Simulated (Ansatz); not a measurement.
Sn3Te under changes of volume

One of the cells (28.798 Å³/atom); the others are scaled copies at fixed shape and fractional positions:

```xyz
4
Lattice="4.8656 0.0000 0.0000 0.0000 4.8656 0.0000 0.0000 0.0000 4.8656" Properties=species:S:1:pos:R:3 pbc="T T T"
Te    0.0000    0.0000    0.0000
Sn    0.0000    2.4328    2.4328
Sn    2.4328    0.0000    2.4328
Sn    2.4328    2.4328    0.0000
```

The cell comes from a database or a generator and needn't be the stable form of this composition.

```yaml
Program: Ansatz 0.2.0
Functional: PBE
Potentials_or_basis: Ansatz PAW
Cutoff: "420 eV (not typed: the program's choice for these potentials)"
k_mesh: 6 × 6 × 6
Occupations: fermi-dirac, width 0.05 eV
Spin: no spin polarisation
```

| volume (Å³/atom) | energy over the lowest point (meV/atom) | pressure (GPa) |
| --- | --- | --- |
| 27.070 | ? | ? |
| 27.646 | 9.70 | 2.3 |
| 28.222 | 3.05 | 1.3 |
| 28.798 | 0.00 | 0.3 |
| 29.373 | 0.25 | -0.5 |
| 29.949 | 3.46 | -1.3 |
| 30.525 | 9.33 | -2.0 |

Task: What does the run at 27.070 Å³/atom give?

Result: Energy over the lowest point 20.29 meV/atom; pressure 3.5 GPa.

Worked out: A Birch-Murnaghan fit of order 3 (a polynomial in V^(-2/3)) to the other rows has its minimum at 29.04 Å³/atom with B0 = V·E''(V) = 44 GPa and B' = 4.1. It gives 20.39 meV/atom at 27.070 Å³/atom, against the run's 20.29, and -dE/dV = 3.6 GPa, against 3.5.

Energies are extrapolated to zero smearing.
